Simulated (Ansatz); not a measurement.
This script drives Ansatz 0.2.0 through its Python package.

Script `cazn3_slab.py`:
```python
"""Cutting and solving a surface of CaZn3."""

import warnings

import ansatz
from ase import Atoms
from ase.build import surface
import numpy as np

FILLING = "Marzari-Vanderbilt"
WIDTH_EV = 0.05

warnings.simplefilter("ignore", ansatz.DeckWarning)

atoms = Atoms(
    ["Ca", "Zn", "Zn", "Zn"],
    scaled_positions=[
        (0.0, 0.0, 0.0),
        (0.5, 0.5, 0.0),
        (0.25, 0.75, 0.5),
        (0.75, 0.25, 0.5),
    ],
    cell=[
        (-2.482988, 2.482988, 3.116728),
        (2.482988, -2.482988, 3.116728),
        (2.482988, 2.482988, -3.116728),
    ],
    pbc=True,
)
# the plane is named in the basis of this cell
slab = surface(atoms, (0, 0, 1), 2, vacuum=7.0)
slab.pbc = True

print(slab.get_chemical_formula(), "area {:.3f} A^2, cell height {:.2f} A".format(np.linalg.norm(np.cross(slab.cell[0], slab.cell[1])), slab.cell[2, 2]))


def settings(structure):
    return (
        ansatz.Crystal.from_ase(structure).calculation()
        .functional(ansatz.Functional.R2SCAN)
        .occupations(FILLING, width=WIDTH_EV)
    )


setup = (
    settings(slab)
    .kpoints(4, 4, 1)
    .electric_field(axis=3, dipole_correction=True)
    .potential()
    .forces()
)
result = setup.run()
r = result.report

print(f"slab free energy {r['free_energy_ev']:.4f} eV, Fermi level {r['fermi_energy_ev']:.3f} eV")
for key, value in r["work_function"].items():
    if isinstance(value, float):
        print(f"{key:34s} {value:12.5f}")

# surface energy from the bulk energy at the same settings
bulk = settings(atoms).kpoints(6, 6, 6).run().report
excess = r["free_energy_ev"] - bulk["free_energy_ev"] * len(slab) / len(atoms)
area = np.linalg.norm(np.cross(slab.cell[0], slab.cell[1]))
print(f"mean surface energy {excess / (2 * area) * 16.02177:.3f} J/m^2 ({1000 * excess / (2 * area):.1f} meV/A^2)")

print("z (A) and force along z (eV/A)")
for site, force in sorted(zip(result.lattice.sites, r["forces_ev_ang"]), key=lambda pair: pair[0].position_ang[2]):
    print(f"{site.symbol:3s} {site.position_ang[2]:8.3f} {force[2]:9.4f}")
```

It is started by `python cazn3_slab.py`. How long does it take on 1 thread of Arm Neoverse V2, on a shared host, and how much memory does it need?

It took about 62 s, with a peak of 1.4 GiB, for 2 runs of the engine.

```console
$ python cazn3_slab.py
Ca2Zn6 area 21.889 A^2, cell height 19.27 A
RunWarning: efield: at this solve's end the planar-averaged density reaches 1.36e-5 e/Å³ inside the ramp window [0.8981, 0.1019] (bound 1e-5 e/Å³); the window's nearer edge stands 5.04 Å from this [...]
RunWarning: The output density's exchange-correlation potential varies sharply where the density is thin. Do not read a vacuum level from v_tot or v_xc, or from such a field of the output density. On [...]
slab free energy -23595.4084 eV, Fermi level 1.050 eV
ramp_position                           0.95000
ramp_width                              0.10000
amplitude_v_ang                         0.00000
dipole_field_v_ang                     -0.03325
dipole_moment_e_ang                    -0.07750
phi_plus_ev                             4.03855
phi_minus_ev                            3.39776
vacuum_level_plus_ev                    5.08820
vacuum_level_minus_ev                   4.44742
flatness_plus_ev_ang                    0.00038
flatness_minus_ev_ang                   0.00142
ramp_density_extremum_e_ang3            0.00001
ramp_density_minimum_e_ang3            -0.00000
ramp_density_bound_e_ang3               0.00001
ramp_density_effective_e_ang3           0.00001
plane_spacing_ang                       0.13380
mean surface energy 1.046 J/m^2 (65.3 meV/A^2)
z (A) and force along z (eV/A)
Ca     7.000   -0.5212
Zn     7.000    0.8883
Zn     8.756   -0.0683
Zn     8.756   -0.0683
Ca    10.511   -0.0246
Zn    10.511   -0.2694
Zn    12.267    0.0317
Zn    12.267    0.0317
```
(Warnings from the package without file and line, shortened.)

Reading the output:
- Total energies depend on the potentials; only differences at equal settings carry meaning. A total without «per atom» is that of the whole cell that was run.
- The density doesn't vanish in the vacuum (a short gap or a low cutoff), which blurs the vacuum level.
- The mesh is modest for a metal, so energies can be off by several to tens of meV an atom and pressures by half a GPa or more; differences at equal mesh fare better.
- The zero of the levels is a convention of the potentials, so an absolute Fermi energy is no work function.
- This cell is a computed structure, which may not be the phase found in nature.
- The slab is thin and cut from the structure as given; a cut can leave two unlike or polar faces, and the surface energy is then their mean. Miller indices refer to the vectors of the cell as typed, and the lattice isn't relaxed for this functional, so relaxation and surface energy can hold strain.
- The script silences the warnings on its input, which a real study should read.
